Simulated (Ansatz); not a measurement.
# CH4AlNS: the cost of one run

All numbers are computed with Ansatz 0.2.0, driven from Python. Level of theory: CAM-B3LYP/def2-SVP.

## (1) Starting point

Bond lengths: C1–N2 1.250 Å, N2–Al3 1.892 Å, Al3–S4 2.244 Å, C1–H5 1.088 Å, C1–H6 1.149 Å, Al3–H7 1.624 Å, S4–H8 1.380 Å. Angles: C1–N2–Al3 120.6°, N2–C1–H5 125.2°, N2–C1–H6 119.0°, H5–C1–H6 115.4°, N2–Al3–S4 121.5°, N2–Al3–H7 120.1°, S4–Al3–H7 118.1°, Al3–S4–H8 94.2°.

No structure file is read: the coordinates are typed or built in the script.

## (2) The script

Contents of bend_ch4alns.py:

```python
'''Bending curve of CH4AlNS.'''

import ansatz as az
from ase import Atoms

atoms = Atoms(['C', 'N', 'Al', 'S', 'H', 'H', 'H', 'H'], positions=[
    [-0.4417, 1.8038, 0.0469],
    [-0.7038, 0.6402, 0.4204],
    [0.1467, -0.8452, -0.3864],
    [-0.1737, -2.9332, 0.3707],
    [0.2078, 2.0632, -0.787],
    [-1.0151, 2.6814, 0.5165],
    [1.2481, -0.6159, -1.5572],
    [0.8239, -2.8513, 1.3202],
])

# start the scan from a relaxed geometry
first = (
    az.Crystal.molecule_from_ase(atoms).calculation()
    .basis(gaussian='def2-SVP')
    .functional('cam_b3lyp')
    .scf(lower_state_search='standard')
    .relax(force_tolerance=0.02, max_steps=80)
)
atoms.positions = first.run(threads=1).report['positions_ang']

rows = []
for angle in [85, 95, 105, 115, 125, 140, 160]:
    bent = atoms.copy()
    bent.set_angle(2, 1, 0, angle, indices=[0, 4, 5])
    job = (
        az.Crystal.molecule_from_ase(bent).calculation()
        .basis(gaussian='def2-SVP')
        .functional('cam_b3lyp')
        .scf(lower_state_search='standard')
    )
    rows.append((angle, job.run(threads=1).report['free_energy_ev']))
floor = min(e for _, e in rows)
for angle, e in rows:
    print(f'angle Al2-N1-C0 = {angle:3d} deg   {1000 * (e - floor):9.1f} meV')
```

## (3) The calls as engine input

The engine receives this input (first run):

```yaml
crystal:
  periodic: [false, false, false]
  atoms:
    - { symbol: C, position_ang: [-0.4417, 1.8038, 0.0469] }
    - { symbol: "N", position_ang: [-0.7038, 0.6402, 0.4204] }
    - { symbol: Al, position_ang: [0.1467, -0.8452, -0.3864] }
    - { symbol: S, position_ang: [-0.1737, -2.9332, 0.3707] }
    - { symbol: H, position_ang: [0.2078, 2.0632, -0.787] }
    - { symbol: H, position_ang: [-1.0151, 2.6814, 0.5165] }
    - { symbol: H, position_ang: [1.2481, -0.6159, -1.5572] }
    - { symbol: H, position_ang: [0.8239, -2.8513, 1.3202] }
basis:
  gaussian:
    orbitals: def2-SVP
hamiltonian:
  xc: cam_b3lyp
scf:
  lower_state_search: standard
relax:
  f_tol: 0.02
  max_steps: 80
```

## (4) Launch

Started as:

```bash
python bend_ch4alns.py
```

**Question.** How long does this script take on 1 thread of Arm Neoverse V1, shared host, and how much memory does it need?

About 2.1 min, with a peak of 0.26 GiB.
